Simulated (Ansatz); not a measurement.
# GdIn: the cost of one run

Program: Ansatz 0.2.0. Level of theory: DFT LDA, with the methods named in each step. These are calculated values, not measurements.

## 1. The starting structure

Symmetry: Pm-3m, No. 221, cubic system. Conventional cell: a = 3.830 Å, b = 3.830 Å, c = 3.830 Å, α = 90.00°, β = 90.00°, γ = 90.00°. Gd (site symmetry m-3m) has 8 In at 3.32 Å as nearest neighbours. Around In (site symmetry m-3m) lie 8 Gd at 3.32 Å.

As a file:

```
CELL_PARAMETERS angstrom
3.83000 0.00000 0.00000
0.00000 3.83000 0.00000
0.00000 0.00000 3.83000
ATOMIC_POSITIONS crystal
Gd 0.00000 0.00000 0.00000
In 0.50000 0.50000 0.50000
```

Atoms are numbered in the order of the input: Gd1, In2.

## 2. Free moments, LAPW

input.yaml

```yaml
crystal:
  lattice:
    - [3.83, 0.0, 0.0]
    - [0.0, 3.83, 0.0]
    - [0.0, 0.0, 3.83]
  atoms:
    - { symbol: Gd, position: [0.0, 0.0, 0.0], spin: 7.0 }
    - { symbol: In, position: [0.5, 0.5, 0.5] }
magnetization:
  spin_polarized: true
kpoints:
  mp_grid: { grid: [10, 10, 10] }
scf:
  occupations: { method: fermi_dirac, width: 0.03 }
hamiltonian:
  xc: lda
  pseudopotentials: { kind: all_electron, lapw: { basis_error: 0.0005 } }
output:
  forces: true
  stress: true
  eigenvalues: false
  populations: true
```

Run with:

```sh
ansatz run input.yaml --threads 1 --pin off --max-ram 3072MiB --backend cpu --events-out ev --progress --plain --runs-dir out
```

Q: Estimate wall time and peak memory on 1 thread of Arm Neoverse V1, shared host.

About 67 s, with a peak of 0.58 GiB.
